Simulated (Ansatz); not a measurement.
**AlPt: the crystal squeezed far**

How does AlPt answer strong compression? Methods of the runs shown: PAW. Its runs: volume scaled by 1 (PAW); volume scaled by 0.8 (PAW); volume scaled by 0.75 (PAW); volume scaled by 0.55 (PAW).

Computed with Ansatz 0.2.0 (DFT, LDA, PAW with Ansatz's default frozen-core files, scalar-relativistic, unless a step's input says otherwise).

## Step 1: Starting point

It takes space group Pm-3m (No. 221, cubic). The conventional cell has a = 3.092 Å, b = 3.092 Å, c = 3.092 Å, α = 90.00°, β = 90.00°, γ = 90.00°. Al (site symmetry m-3m) has 8 Pt at 2.68 Å as nearest neighbours. Pt (site symmetry m-3m) is surrounded by 8 Al at 2.68 Å.

As a file:

```
Al Pt
1.0
     3.09155    0.00000    0.00000
     0.00000    3.09155    0.00000
     0.00000    0.00000    3.09155
Al Pt
1 1
Direct
  0.00000 0.00000 0.00000
  0.50000 0.50000 0.50000
```

Whether this phase is the stable one at these pressures isn't tested.

Atoms are numbered in the order of the input: Al1, Pt2.

## Step 2: Volume scaled by 1, PAW

File input.yaml:

```yaml
crystal:
  lattice:
    - [3.091546, 0.0, 0.0]
    - [0.0, 3.091546, 0.0]
    - [0.0, 0.0, 3.091546]
  atoms:
    - { symbol: Al, position: [0.0, 0.0, 0.0] }
    - { symbol: Pt, position: [0.5, 0.5, 0.5] }
kpoints:
  mp_grid: { grid: [12, 12, 12] }
  band_path:
    path:
      - [0.0, 0.0, 0.0]
      - [0.0, 0.5, 0.0]
      - [0.5, 0.5, 0.0]
      - [0.0, 0.0, 0.0]
      - [0.5, 0.5, 0.5]
      - [0.0, 0.5, 0.0]
      - [0.5, 0.5, 0.5]
      - [0.5, 0.5, 0.0]
    npoints: 6
scf:
  occupations: { method: fermi_dirac, width: 0.05 }
hamiltonian:
  xc: lda
  pseudopotentials: { kind: paw }
output:
  forces: true
  stress: true
  eigenvalues: true
  populations: true
  write_density: true
  write_potential: true
  elf: true
  volumetric_format: npy
```

Run with:

```sh
$ ansatz run input.yaml --threads 1 --pin off --max-ram 2048MiB --backend cpu --events-out ev --progress --plain --runs-dir out
```

## Step 3: Volume scaled by 0.8, PAW

input.yaml, as its differences from that of step 2:

```diff
@@ -2,5 +2,5 @@
   lattice:
-    - [3.091546, 0.0, 0.0]
-    - [0.0, 3.091546, 0.0]
-    - [0.0, 0.0, 3.091546]
+    - [2.8699370784, 0.0, 0.0]
+    - [0.0, 2.8699370784, 0.0]
+    - [0.0, 0.0, 2.8699370784]
   atoms:
@@ -31,5 +31 @@
   populations: true
-  write_density: true
-  write_potential: true
-  elf: true
-  volumetric_format: npy
```

## Step 4: Volume scaled by 0.75, PAW

input.yaml, as its differences from that of step 3:

```diff
@@ -2,5 +2,5 @@
   lattice:
-    - [2.8699370784, 0.0, 0.0]
-    - [0.0, 2.8699370784, 0.0]
-    - [0.0, 0.0, 2.8699370784]
+    - [2.8088559501, 0.0, 0.0]
+    - [0.0, 2.8088559501, 0.0]
+    - [0.0, 0.0, 2.8088559501]
   atoms:
```

## Step 5: Volume scaled by 0.55, PAW

input.yaml, as its differences from that of step 4:

```diff
@@ -2,5 +2,5 @@
   lattice:
-    - [2.8088559501, 0.0, 0.0]
-    - [0.0, 2.8088559501, 0.0]
-    - [0.0, 0.0, 2.8088559501]
+    - [2.5329693968, 0.0, 0.0]
+    - [0.0, 2.5329693968, 0.0]
+    - [0.0, 0.0, 2.5329693968]
   atoms:
@@ -31 +31,5 @@
   populations: true
+  write_density: true
+  write_potential: true
+  elf: true
+  volumetric_format: npy
```

(Steps that only read results are left out.)

What does the calculation give? Wanted: PAW pressure at 0.55 of the volume; fitted bulk modulus at zero pressure.

The runs gave:

```
                                  quantity      value
        PAW pressure at 0.55 of the volume  402.4 GPa
fitted bulk modulus at zero pressure (PAW)    215 GPa
                   its pressure derivative       4.42
```

By PAW the pressure climbs to 402 GPa at 0.55 of the first volume. One third-order Birch-Murnaghan curve follows these points (B₀ = 215 GPa, B′ = 4.42, misfit at most 0.19 GPa). A fit over so wide a range leans to the high pressures, so B₀ can be off by several per cent. No all-electron run checks these rows here, and frozen cores can fail under such compression. The ions are at rest, and the electrons smeared by 0.05 eV. Spin-orbit coupling is left out, though the cell holds Pt; in elements this heavy it can shift bands and gaps by tenths of an eV.
